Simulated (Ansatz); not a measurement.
Relaxation of a periodic cell of 17 atoms, Si$_{16}$O (host Si, host structure diamond, interstitial O), to a largest force component of 0.08 eV/Å in at most 25 steps.

Computed with Ansatz, DFT PBE-D3(BJ), scalar-relativistic, plane waves, PAW. Settings: accuracy low, PAW set soft_1, cutoff 420 eV, k mesh 2x2x2, fermi-dirac smearing 0.05 eV, spin collinear.

```xyz
17
Lattice="0.0000 5.4300 5.4300 5.4300 0.0000 5.4300 5.4300 5.4300 0.0000" Properties=species:S:1:pos:R:3:forces:R:3
Si 0.000 0.000 0.000 0.03 0.10 -0.02
Si 1.357 1.357 1.357 -0.11 0.12 -0.12
Si 2.715 2.715 0.000 -0.19 0.03 -0.01
Si 4.072 4.072 1.357 0.37 -0.30 -0.35
Si 2.715 0.000 2.715 0.00 0.00 0.00
Si 4.072 1.357 4.072 0.12 0.12 0.11
Si 5.430 2.715 2.715 0.02 0.02 0.18
Si 6.787 4.072 4.072 -0.11 -0.11 0.11
Si 0.000 2.715 2.715 0.04 0.04 -0.13
Si 1.357 4.072 4.072 -0.19 -0.19 0.19
Si 2.715 5.430 2.715 -0.04 -0.04 0.03
Si 4.072 6.787 4.072 0.41 0.41 0.34
Si 2.715 2.715 5.430 0.10 0.03 -0.02
Si 4.072 4.072 6.787 0.12 -0.11 -0.12
Si 5.430 5.430 5.430 0.03 -0.20 -0.01
Si 6.787 6.787 6.787 -0.30 0.37 -0.35
O 5.360 8.074 5.471 -0.29 -0.30 0.18
```

Question: Where does it end, and by what steps?

Answer: It converged. Limits of this set-up: coarse k mesh, a small cell, in which the defect meets its images, low accuracy level. After 9 steps the energy has fallen by 1.293 eV; O17 moved furthest, 0.74 Å. Joined: Si4–O17 (2.33 → 1.90 Å), Si16–O17 (2.33 → 1.90 Å).

```csv
step,energy less start (eV),largest force component (eV/Å),accepted
0,0.0000,0.412,yes
1,-0.1099,0.669,yes
2,-0.3214,0.883,yes
3,-0.6808,0.801,yes
4,-0.9931,0.484,yes
5,-1.1542,0.249,yes
6,-1.2093,0.397,yes
7,-1.2455,0.437,yes
8,-1.2895,0.085,yes
9,-1.2928,0.039,yes
```

```xyz
17
Lattice="0.0000 5.4300 5.4300 5.4300 0.0000 5.4300 5.4300 5.4300 0.0000" Properties=species:S:1:pos:R:3
Si 0.020 -0.045 -0.021
Si 1.293 1.385 1.329
Si 2.505 2.787 -0.073
Si 4.223 3.826 1.208
Si 2.850 0.135 2.579
Si 4.100 1.385 4.137
Si 5.502 2.787 2.925
Si 6.928 4.214 3.930
Si 0.017 2.732 2.757
Si 1.447 4.163 3.978
Si 2.794 5.510 2.628
Si 4.220 6.935 4.318
Si 2.670 2.736 5.408
Si 4.100 4.008 6.758
Si 5.503 5.220 5.357
Si 6.542 6.938 6.638
O 4.945 7.660 5.915
```

Whether the end is a true minimum wasn't checked by a vibrational analysis.

Run time: 4.9 min on 1 thread of Arm Neoverse N1, on a shared host, peak memory 0.67 GiB.
